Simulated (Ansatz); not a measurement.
# TiH+ (quintet): the correlation ladder at distance Ti1–H2 = 3.511 Å, def2-TZVPP

Aim: climb from Hartree-Fock through coupled cluster for TiH+ (quintet) at one geometry and basis, and see what each rung misses.

Computed with Ansatz 0.2.0, Gaussian basis. Level: def2-TZVPP, core rule «outside noble gas», up to 9 orbitals frozen.

Plan: UHF; CCSD(T) on ROHF; CCSD(T) on UHF; CCSDT(Q) on ROHF; CCSDT(Q) on UHF; Full CI.

49 further runs of the same task are left out: 22 for a known fault of the program, 18 that didn't finish, 9 set aside as unsound or not needed.

### 1 What is computed

The geometry derives from a PBE0/def2-TZVP stationary point (not a proven minimum). One bond is set to the value named and the two fragments are kept rigid.

2 atoms, charge 1, spin multiplicity 5.

Atoms are counted from 1 here; the program's logs count them from 0.

No contacts short enough for the rule that draws bonds.

As a file:

```
Ti    0.0000    0.0000    0.0000
H     0.0000    0.0000    3.5110
```

### 2 UHF

File in.yaml:

```yaml
crystal:
  periodic: [false, false, false]
  atoms:
    - {symbol: Ti, position_ang: [0.000000, 0.000000, 0.000000]}
    - {symbol: H, position_ang: [0.000000, 0.000000, 3.511000]}
basis:
  gaussian: {orbitals: def2-TZVPP}
total_charge: 1
magnetization: {spin_polarized: true, initial_magnetization: 4}
hamiltonian: {xc: hf}
output: {orbitals: {seedname: orbitals}}
```

Launch:

```
ansatz run in.yaml --threads 1 --pin off --events-out ev --progress --plain --max-ram 2393MiB
```

After this run come: CCSD(T) on ROHF; CCSD(T) on UHF; CCSDT(Q) on ROHF; CCSDT(Q) on UHF; Full CI.

**Question.** What will the summary of the whole plan be? Wanted: FCI below the RHF energy; RMP2 from FCI; UMP2 from FCI; RCCSD from FCI; RCCSD(T) from FCI; UCCSD(T) from FCI; RCCSDT(Q) from FCI; UCCSDT(Q) from FCI; T1 diagnostic.

The runs gave:

| quantity | value |
| --- | --- |
| FCI below the RHF energy | -0.3915 eV |
| RMP2 from FCI | +92.1 meV |
| UMP2 from FCI | -27.8 meV |
| RCCSD from FCI | +0.9 meV |
| RCCSD(T) from FCI | -1.7 meV |
| UCCSD(T) from FCI | -120.1 meV |
| RCCSDT(Q) from FCI | -2.9 meV |
| UCCSDT(Q) from FCI | -121.1 meV |
| levels within 1 kcal/mol (43 meV) | UMP2, RCCSD, RCCSD(T), RCCSDT, RCCSDT(Q) |
| T1 diagnostic | 0.015 |
| effectively unpaired electrons | 4.00 |

RCCSD(T) misses by -1.7 meV, 0.4 % of the correlation energy. CCSD(T) misses by -1.7 meV on the restricted determinant and by -120.1 meV on the unrestricted one; the two need not hold the same state or core. UMP2, UCCSD, UCCSD(T), RCCSDT, UCCSDT, RCCSDT(Q), UCCSDT(Q) fall below full CI: unrestricted runs freeze a spin-polarised core, another one than full CI's, and coupled cluster isn't variational. One determinant dominates. These misses are within one basis, not against nature; the frozen cores of restricted and unrestricted runs differ, which can shift their rows.
